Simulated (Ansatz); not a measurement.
**Si2N2H8: a ladder of functionals and wavefunction methods**

Aim: compute Si2N2H8 with functionals from several rungs and with coupled cluster. The yardstick is the atomisation energy at the CCSD(T) limit.

The runs use Ansatz 0.2.0, Gaussian basis; functionals in def2-TZVPP, the program's frozen cores in correlated methods.

The runs, in order: PBE-D4, r2SCAN-D4, PBE0-D4, B3LYP-D4, ωB97X-V, ωB97M-V, B2PLYP; CCSD(T)/def2-TZVPP; MP2/def2-QZVPP; extrapolation to the limit.

**1. The geometry**

All runs share one geometry, relaxed beforehand with PBE0-D4 in a triple-zeta def2 set.

SMILES `N[SiH2][SiH2]N`, 12 atoms, charge 0, spin multiplicity 1.

Atoms are counted from 1 here; the program's logs count them from 0.

Bond lengths: N1–Si2 1.730 Å, N1–H5 1.008 Å, N1–H6 1.008 Å, Si2–Si3 2.351 Å, Si2–H7 1.488 Å, Si2–H8 1.493 Å, Si3–N4 1.727 Å, Si3–H9 1.502 Å, Si3–H10 1.491 Å, N4–H11 1.007 Å, N4–H12 1.008 Å. Angles: Si2–N1–H5 119.2°, Si2–N1–H6 118.2°, H5–N1–H6 110.2°, N1–Si2–Si3 115.1°, N1–Si2–H7 106.9°, N1–Si2–H8 108.4°, Si3–Si2–H7 110.0°, Si3–Si2–H8 107.9°, H7–Si2–H8 108.4°, Si2–Si3–N4 109.5°, Si2–Si3–H9 107.9°, Si2–Si3–H10 111.4°, N4–Si3–H9 115.3°, N4–Si3–H10 107.2°, H9–Si3–H10 105.4°, Si3–N4–H11 119.3°, Si3–N4–H12 120.0°, H11–N4–H12 110.6°.

**2. PBE-D4 (GGA)**

in.yaml reads:

```yaml
crystal:
  periodic: [false, false, false]
  atoms:
    - {symbol: N, position_ang: [-1.142105, 2.186058, 0.306732]}
    - {symbol: Si, position_ang: [-0.790420, 0.548384, 0.740076]}
    - {symbol: Si, position_ang: [0.844016, -0.502520, -0.582806]}
    - {symbol: N, position_ang: [0.879656, -2.191432, -0.222638]}
    - {symbol: H, position_ang: [-1.472424, 2.388697, -0.623854]}
    - {symbol: H, position_ang: [-0.510406, 2.907433, 0.617311]}
    - {symbol: H, position_ang: [-0.359764, 0.561434, 2.164752]}
    - {symbol: H, position_ang: [-2.049060, -0.247987, 0.635013]}
    - {symbol: H, position_ang: [0.568645, -0.158687, -2.018663]}
    - {symbol: H, position_ang: [2.204066, 0.038758, -0.299189]}
    - {symbol: H, position_ang: [0.016174, -2.709942, -0.203281]}
    - {symbol: H, position_ang: [1.629624, -2.765494, -0.574054]}
basis:
  gaussian: {orbitals: def2-TZVPP}
hamiltonian: {xc: pbe, dispersion: d4}
output: {forces: true, orbitals: {seedname: orbitals}}
```

On the command line:

```console
> ansatz run in.yaml --threads 4 --pin off --events-out ev --progress --plain --max-ram 10444MiB
```

The runs that follow: r2SCAN-D4 (meta-GGA); PBE0-D4 (hybrid); B3LYP-D4 (hybrid); ωB97X-V (range-separated); ωB97M-V (range-separated); B2PLYP (double hybrid); CCSD(T) in def2-TZVPP; MP2 in def2-QZVPP.

Before running them: what should the planned runs give, taken together? Wanted: atomisation energy, CCSD(T)/CBS; farthest; mean size of error, hybrid; mean size of error, range-separated; gap, smallest and largest; T1 diagnostic; triples share of the correlation energy.

As calculated:

| quantity | value |
| --- | --- |
| atomisation energy, CCSD(T)/CBS | 921.3 kcal/mol |
| functionals within 4.6 kcal/mol (0.5 %) | PBE-D4, B3LYP-D4, ωB97M-V |
| farthest | B2PLYP (-12.8 kcal/mol) |
| mean size of error, hybrid | 6.3 kcal/mol |
| mean size of error, range-separated | 3.9 kcal/mol |
| gap, smallest and largest | 4.36 eV (PBE-D4), 10.68 eV (ωB97X-V) |
| T1 diagnostic | 0.0109 |
| triples share of the correlation energy | 3.5 % |

**Reading.** PBE-D4 misses by +1.3 kcal/mol. Double hybrids carry the basis error of their MP2 part in triple zeta, and no dispersion term here, so their miss is partly the set-up's. Misses under about 4.6 kcal/mol are within the doubt on the reference itself, which lacks core-valence correlation, relativity and higher excitations. Hartree-Fock recovers 71 % of the binding; the rest is correlation. The gap grows from 4.4 to 10.7 eV across the functionals, mostly with the share of exact exchange.
